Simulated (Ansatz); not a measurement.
**C₂H₂Te: vertical ionisation energy**

The task here is to estimate one member of a computed series from the others.

Program: Ansatz 0.2.0, Gaussian basis. Level of theory: unrestricted cation, the program's frozen cores in correlated methods. These are calculated values, not measurements.

Plan: UKS PBE-D4/def2-TZVPP; UKS r2SCAN-D4/def2-TZVPP; UKS PBE0-D4/def2-TZVPP; UKS B3LYP-D4/def2-TZVPP; UKS wB97X-V/def2-TZVPP; UKS wB97M-V/def2-TZVPP; UKS B2PLYP/def2-TZVPP; UHF-CCSD(T)/def2-TZVPP; UHF-MP2/def2-QZVPP; extrapolation to the limit; then −ε(HOMO) from the neutral's earlier runs with LDA (SPW92), PBE-D4, revPBE-D4, BLYP-D4, r2SCAN-D4, B97M-V, PBE0-D4, B3LYP-D4, r2SCANh-D4, r2SCAN0-D4, HSE06-D4, BHLYP-D4, CAM-B3LYP-D4, LC-ωPBE, ωB97X-V, ωB97M-V.

1 further run of the same task is left out (for a known fault of the program).

## The geometry

All runs share one geometry, relaxed beforehand with PBE0-D4 in a triple-zeta def2 set. Te takes the def2 core potential; no spin-orbit term is included.

SMILES `C#C[TeH]`, 5 atoms, charge 0, spin multiplicity 1.

Atoms are counted from 1 here; the program's logs count them from 0.

Bond lengths: C1–C2 1.205 Å, C1–H4 1.065 Å, C2–Te3 2.019 Å, Te3–H5 1.660 Å. Angles: C2–C1–H4 179.3°, C1–C2–Te3 175.6°, C2–Te3–H5 93.4°.

The first run:

Contents of in.yaml:

```yaml
crystal:
  periodic: [false, false, false]
  atoms:
    - {symbol: C, position_ang: [-0.735693, -1.112608, 0.392483]}
    - {symbol: C, position_ang: [0.097281, -0.298471, 0.084466]}
    - {symbol: Te, position_ang: [1.600588, 0.958915, -0.399654]}
    - {symbol: H, position_ang: [-1.481674, -1.823554, 0.662196]}
    - {symbol: H, position_ang: [0.569299, 2.202019, -0.780791]}
basis:
  gaussian: {orbitals: def2-TZVPP}
total_charge: 1
magnetization: {spin_polarized: true, initial_magnetization: 1}
hamiltonian: {xc: pbe, dispersion: d4}
```

On the command line:

```sh
$ ansatz run in.yaml --threads 2 --pin off --events-out ev --progress --plain --max-ram 4352MiB
```

Steps of the session up to this table: Cation, UKS PBE-D4/def2-TZVPP; Cation, UKS r2SCAN-D4/def2-TZVPP; Cation, UKS PBE0-D4/def2-TZVPP; Cation, UKS B3LYP-D4/def2-TZVPP; Cation, UKS wB97X-V/def2-TZVPP; Cation, UKS wB97M-V/def2-TZVPP; Cation, UKS B2PLYP (frozen core)/def2-TZVPP; Cation, UHF-CCSD(T)/def2-TZVPP; Cation, UHF-MP2/def2-QZVPP.

One of the session's tables, all rows but one given; the rest of the session is left out.

For comparison, −ε(HOMO) of the neutral from earlier runs:

```
  functional  −ε(HOMO) (eV)
 LDA (SPW92)           5.59
      PBE-D4           5.43
   revPBE-D4           5.38
     BLYP-D4           5.26
   r2SCAN-D4           5.64
      B97M-V           5.61
     PBE0-D4           6.44
    B3LYP-D4           6.23
  r2SCANh-D4           6.02
  r2SCAN0-D4           6.59
    HSE06-D4           6.06
    BHLYP-D4           7.30
CAM-B3LYP-D4           7.64
     LC-ωPBE              ?
     ωB97X-V           8.59
     ωB97M-V           8.49
```

Estimate the missing values for LC-ωPBE.

The run gave: −ε(HOMO) (eV): 8.93. In the column «−ε(HOMO) (eV)» it is the highest.
